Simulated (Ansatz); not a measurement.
# C₆H₁₈N₃NbO: one species, many methods

One table from this session's results is given with a row withheld; the runs are named, their logs left out.

The runs use Ansatz 0.2.0, Gaussian basis; functionals in def2-TZVPP, the program's frozen cores in correlated methods.

The runs, in order: LDA (SPW92), PBE-D4, revPBE-D4, BLYP-D4, r2SCAN-D4, B97M-V, PBE0-D4, B3LYP-D4, r2SCANh-D4, r2SCAN0-D4, HSE06-D4, BHLYP-D4, CAM-B3LYP-D4, LC-ωPBE, ωB97X-V, ωB97M-V, B2PLYP, PBE-QIDH; CCSD(T)/def2-SVP; CCSD(T)/def2-TZVPP; MP2/def2-QZVPP; extrapolation to the limit; RPA on PBE.

**Structure used throughout**

An earlier PBE0-D4 in a triple-zeta def2 set relaxation fixed the geometry. Nb takes the def2 core potential; no spin-orbit term is included.

29 atoms, charge 0, spin multiplicity 1.

Atoms are counted from 1 here; the program's logs count them from 0.

Bond lengths: C1–N2 1.440 Å, C1–H12 1.094 Å, C1–H13 1.100 Å, C1–H14 1.100 Å, N2–C3 1.444 Å, N2–Nb4 1.991 Å, C3–H15 1.100 Å, C3–H16 1.090 Å, C3–H17 1.100 Å, Nb4–O5 1.707 Å, Nb4–N6 1.991 Å, Nb4–N9 1.991 Å, N6–C7 1.440 Å, N6–C8 1.444 Å, C7–H18 1.100 Å, C7–H19 1.094 Å, C7–H20 1.100 Å, C8–H21 1.090 Å and more. Angles: N2–C1–H12 111.4°, N2–C1–H13 111.7°, N2–C1–H14 111.5°, H12–C1–H13 107.5°, H12–C1–H14 107.0°, H13–C1–H14 107.5°, C1–N2–C3 112.3°, C1–N2–Nb4 122.4°, C3–N2–Nb4 125.3°, N2–C3–H15 111.3°, N2–C3–H16 110.7°, N2–C3–H17 111.2°, H15–C3–H16 108.1°, H15–C3–H17 107.3°, H16–C3–H17 108.2°, N2–Nb4–O5 109.6°, N2–Nb4–N6 109.3°, N2–Nb4–N9 109.3° and more.

Set-up of the first run:

Input file in.yaml:

```yaml
crystal:
  periodic: [false, false, false]
  atoms:
    - {symbol: C, position_ang: [-1.684787, 0.514714, 1.808748]}
    - {symbol: N, position_ang: [-0.258234, 0.320293, 1.839147]}
    - {symbol: C, position_ang: [0.293646, 0.518154, 3.158374]}
    - {symbol: Nb, position_ang: [0.774448, -0.246140, 0.234297]}
    - {symbol: O, position_ang: [2.338833, -0.741592, 0.704063]}
    - {symbol: N, position_ang: [0.908948, 1.281282, -1.035213]}
    - {symbol: C, position_ang: [-0.225868, 2.096662, -1.383327]}
    - {symbol: C, position_ang: [2.126777, 1.742580, -1.658158]}
    - {symbol: N, position_ang: [-0.167742, -1.758171, -0.653751]}
    - {symbol: C, position_ang: [-1.379812, -1.574021, -1.409294]}
    - {symbol: C, position_ang: [0.292158, -3.126294, -0.680756]}
    - {symbol: H, position_ang: [-2.093247, 0.325760, 0.811112]}
    - {symbol: H, position_ang: [-1.960970, 1.541150, 2.090999]}
    - {symbol: H, position_ang: [-2.198837, -0.168315, 2.500535]}
    - {symbol: H, position_ang: [-0.164658, -0.164471, 3.888742]}
    - {symbol: H, position_ang: [1.369372, 0.339832, 3.156161]}
    - {symbol: H, position_ang: [0.116961, 1.543753, 3.513447]}
    - {symbol: H, position_ang: [-0.069405, 3.146881, -1.097207]}
    - {symbol: H, position_ang: [-1.133136, 1.758604, -0.873055]}
    - {symbol: H, position_ang: [-0.425811, 2.074592, -2.464565]}
    - {symbol: H, position_ang: [2.971985, 1.123519, -1.355853]}
    - {symbol: H, position_ang: [2.050814, 1.707060, -2.754582]}
    - {symbol: H, position_ang: [2.347874, 2.783096, -1.379067]}
    - {symbol: H, position_ang: [-2.208448, -2.169749, -0.999443]}
    - {symbol: H, position_ang: [-1.247702, -1.869971, -2.460139]}
    - {symbol: H, position_ang: [-1.695678, -0.526153, -1.409961]}
    - {symbol: H, position_ang: [0.470801, -3.466596, -1.711161]}
    - {symbol: H, position_ang: [1.223396, -3.230257, -0.123097]}
    - {symbol: H, position_ang: [-0.450878, -3.804301, -0.236499]}
basis:
  gaussian: {orbitals: def2-TZVPP}
hamiltonian: {xc: lda}
output: {orbitals: {seedname: orbitals}}
```

Command:

```sh
ansatz run in.yaml --threads 11 --pin off --events-out ev --progress --plain --max-ram 110592MiB --backend cuda --devices 0, --max-vram 75GiB
```

Among the steps run: LDA; PBE-D4 (GGA); revPBE-D4 (GGA); BLYP-D4 (GGA); r2SCAN-D4 (meta-GGA); B97M-V (meta-GGA); PBE0-D4 (hybrid); B3LYP-D4 (hybrid); r2SCANh-D4 (hybrid); r2SCAN0-D4 (hybrid); HSE06-D4 (hybrid); BHLYP-D4 (hybrid); CAM-B3LYP-D4 (range-separated); LC-ωPBE (range-separated); ωB97X-V (range-separated); ωB97M-V (range-separated); B2PLYP (double hybrid); PBE-QIDH (double hybrid).

One of the session's tables, all rows but one given; the rest of the session is left out.

It belongs to the step «Frontier levels by functional». 

```
  functional  HOMO (eV)  gap (eV)
 LDA (SPW92)      -4.72      3.54
      PBE-D4      -4.60      3.59
   revPBE-D4      -4.55      3.61
     BLYP-D4      -4.50      3.59
   r2SCAN-D4      -4.81      3.95
      B97M-V      -4.96      4.07
     PBE0-D4          ?         ?
    B3LYP-D4      -5.60      5.18
  r2SCANh-D4      -5.26      4.70
  r2SCAN0-D4      -5.94      5.85
    HSE06-D4      -5.39      4.83
    BHLYP-D4      -6.94      7.66
CAM-B3LYP-D4      -7.06      7.91
     LC-ωPBE      -8.31     10.27
     ωB97X-V      -8.01      9.84
     ωB97M-V      -7.94      9.38
```

Estimate the missing values for PBE0-D4.

As computed: HOMO (eV): -5.78; gap (eV): 5.59. In the column «HOMO (eV)» it lies between r2SCAN0-D4 (-5.94) and B3LYP-D4 (-5.60).
